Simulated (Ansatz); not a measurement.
# CH7NSSi2: up Jacob's ladder to CCSD(T)

An exercise on one series of results from a longer session: the logs are not shown, and one member is left open.

Method: functionals in def2-TZVPP, the program's frozen cores in correlated methods; program: Ansatz 0.2.0, Gaussian basis.

Levels to be run: PBE-D4, r2SCAN-D4, PBE0-D4, B3LYP-D4, ωB97X-V, ωB97M-V, B2PLYP; CCSD(T)/def2-TZVPP; MP2/def2-QZVPP; extrapolation to the limit.

**The geometry**

The geometry comes from an earlier relaxation with PBE0-D4 in a triple-zeta def2 set; it is a stationary point, not always the lowest conformer.

SMILES `N=C([SiH3])S[SiH3]`, 12 atoms, charge 0, spin multiplicity 1.

Atoms are counted from 1 here; the program's logs count them from 0.

Bond lengths: N1–C2 1.265 Å, N1–H6 1.023 Å, C2–Si3 1.894 Å, C2–S4 1.794 Å, Si3–H7 1.485 Å, Si3–H8 1.487 Å, Si3–H9 1.479 Å, S4–Si5 2.145 Å, Si5–H10 1.483 Å, Si5–H11 1.483 Å, Si5–H12 1.484 Å. Angles: C2–N1–H6 113.3°, N1–C2–Si3 117.1°, N1–C2–S4 120.8°, Si3–C2–S4 122.0°, C2–Si3–H7 108.9°, C2–Si3–H8 109.0°, C2–Si3–H9 108.5°, H7–Si3–H8 108.5°, H7–Si3–H9 111.3°, H8–Si3–H9 110.7°, C2–S4–Si5 107.1°, S4–Si5–H10 102.7°, S4–Si5–H11 112.1°, S4–Si5–H12 111.6°, H10–Si5–H11 110.3°, H10–Si5–H12 110.3°, H11–Si5–H12 109.7°.

Set-up of the first run:

File in.yaml:

```yaml
crystal:
  periodic: [false, false, false]
  atoms:
    - {symbol: N, position_ang: [-1.402387, 1.383111, 1.609165]}
    - {symbol: C, position_ang: [-0.645496, 0.772324, 0.799798]}
    - {symbol: Si, position_ang: [0.172824, -0.820335, 1.416733]}
    - {symbol: S, position_ang: [-0.289195, 1.457137, -0.819520]}
    - {symbol: Si, position_ang: [0.569697, -0.116603, -1.996488]}
    - {symbol: H, position_ang: [-1.793872, 2.246579, 1.224294]}
    - {symbol: H, position_ang: [1.631254, -0.584845, 1.563699]}
    - {symbol: H, position_ang: [-0.031558, -1.893217, 0.407658]}
    - {symbol: H, position_ang: [-0.444213, -1.193997, 2.707783]}
    - {symbol: H, position_ang: [0.919211, 0.574571, -3.260753]}
    - {symbol: H, position_ang: [-0.398826, -1.208568, -2.258556]}
    - {symbol: H, position_ang: [1.789561, -0.671459, -1.359711]}
basis:
  gaussian: {orbitals: def2-TZVPP}
hamiltonian: {xc: pbe, dispersion: d4}
output: {forces: true, orbitals: {seedname: orbitals}}
```

On the command line:

```bash
$ ansatz run in.yaml --threads 4 --pin off --events-out ev --progress --plain --max-ram 10444MiB
```

Among the steps run: PBE-D4 (GGA); r2SCAN-D4 (meta-GGA); PBE0-D4 (hybrid); B3LYP-D4 (hybrid); ωB97X-V (range-separated); ωB97M-V (range-separated); B2PLYP (double hybrid); CCSD(T) in def2-TZVPP; MP2 in def2-QZVPP.

One of the session's tables, all rows but one given; the rest of the session is left out.

```
            method  atomisation energy (kJ/mol)
            PBE-D4                            ?
         r2SCAN-D4                       3915.4
           PBE0-D4                       3897.7
          B3LYP-D4                       3921.2
           ωB97X-V                       3944.3
           ωB97M-V                       3928.8
            B2PLYP                       3855.4
     HF/def2-TZVPP                       2760.2
    MP2/def2-TZVPP                       3815.5
   CCSD/def2-TZVPP                       3722.7
CCSD(T)/def2-TZVPP                       3790.1
           MP2/CBS                       3937.2
       CCSD(T)/CBS                       3911.8
```

Estimate the missing values for PBE-D4.

As computed: atomisation energy (kJ/mol): 3966.3. In the column «atomisation energy (kJ/mol)» it is the highest.

Limits of these values: Free atoms (1 N, 1 C, 2 Si, 1 S, 7 H) were run apart at each level; the atomisation energy is their sum less the molecule, without zero-point or spin-orbit terms.
